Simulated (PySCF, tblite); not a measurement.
**C2H12O2Si4: geometry, infrared bands and NMR shifts**

Wanted: the infrared bands and NMR shifts of C2H12O2Si4 (`C[SiH2][Si@H]([SiH2]O)[SiH2]C=O`), by calculation.

The runs use tblite 0.8.0 and PySCF 2.14.0, with density-fitted response routines of our own; the level of theory stands in each step. All values are computed, except where a source is named. Atoms count from 0, in the outputs and in this text.

## (1) Starting geometry

20 atoms, charge 0, multiplicity 1; geometry from: force field or distance geometry start.

Bonds of the start (Å): C0–Si1 1.83, Si1–Si2 2.29, Si2–Si3 2.28, Si3–O4 1.67, Si2–Si5 2.27, Si5–C6 1.87, C6–O7 1.23, C0–H8 1.09, C0–H9 1.09, C0–H10 1.10, Si1–H11 1.48, Si1–H12 1.50, Si2–H13 1.50, Si3–H14 1.48, Si3–H15 1.48, O4–H16 0.98, Si5–H17 1.49, Si5–H18 1.49, C6–H19 1.11.

## (2) Optimising the geometry with GFN2-xTB

The job: settings as JSON, then the geometry in Å.

```
{"job": {"kind": "relax", "xc": "GFN2-xTB", "basis": "xTB"}, "charge": 0, "multiplicity": 1}
C     -1.211000     2.522700    -1.301100
Si     0.268600     1.484000    -1.050300
Si    -0.284700    -0.721400    -0.801100
Si    -1.734600    -0.901100     0.945800
O     -1.168000    -0.121600     2.304200
Si     1.617300    -1.817300    -0.218800
C      2.247500    -1.137500     1.404200
O      1.448900    -0.911100     2.307200
H     -1.782600     2.202100    -2.178200
H     -0.945300     3.571700    -1.449800
H     -1.896200     2.489000    -0.439900
H      1.182200     1.600900    -2.205300
H      1.038000     1.934000     0.155500
H     -0.866600    -1.267900    -2.073500
H     -1.932400    -2.330100     1.292200
H     -3.047600    -0.324200     0.594100
H     -0.275400    -0.379900     2.616800
H      2.642600    -1.638400    -1.284900
H      1.358900    -3.277400    -0.127200
H      3.335100    -0.965900     1.506900
```

On the command line:

```
OMP_NUM_THREADS=1 python probes_run.py task.json out
```

This one command runs all jobs of the session in turn.

**Question.** This job is followed by: GFN2-xTB harmonic vibrations, gas phase; GIAO PBE0/pcSseg-1 NMR shielding, non-relativistic, gas phase. What will the session give for the following? strongest single infrared mode (GFN2-xTB); zero-point energy (GFN2-xTB); ¹³C shifts against TMS (PBE0/pcSseg-1); ¹H shifts against TMS (PBE0/pcSseg-1, means over atoms taken as alike); ²⁹Si shifts against TMS (PBE0/pcSseg-1); ¹⁷O shifts against H2O (PBE0/pcSseg-1).

As calculated:

```
                                                              quantity                                                            value
                             strongest single infrared mode (GFN2-xTB)                                            2174 cm⁻¹, 505 km/mol
                                          zero-point energy (GFN2-xTB)                                                    78.8 kcal/mol
                                ¹³C shifts against TMS (PBE0/pcSseg-1)                                                  262.8, -7.5 ppm
¹H shifts against TMS (PBE0/pcSseg-1, means over atoms taken as alike)  12.71, 5.65, 5.54, 4.80, 4.66, 4.30, 4.10, 3.93, 2.87, 0.38 ppm
                               ²⁹Si shifts against TMS (PBE0/pcSseg-1)                                  -30.7, -72.3, -73.3, -147.4 ppm
                                ¹⁷O shifts against H2O (PBE0/pcSseg-1)                                                  895.3, 16.7 ppm
```

**Reading.** Over 73 steps the energy fell by 0.484 eV; of the close pairs, C0–Si1 changed most, 1.825 to 1.900 Å. No mode is imaginary among the 54: a minimum at this level. The strongest single mode, at 2174 cm⁻¹, moves mainly H18. GFN2-xTB is a fitted tight-binding method: band positions and strengths are rough. Its intensities can rank the bands wrongly. At PBE0/pcSseg-1: The largest span, 1955 ppm, is at O7, where the paramagnetic term is -964 ppm.
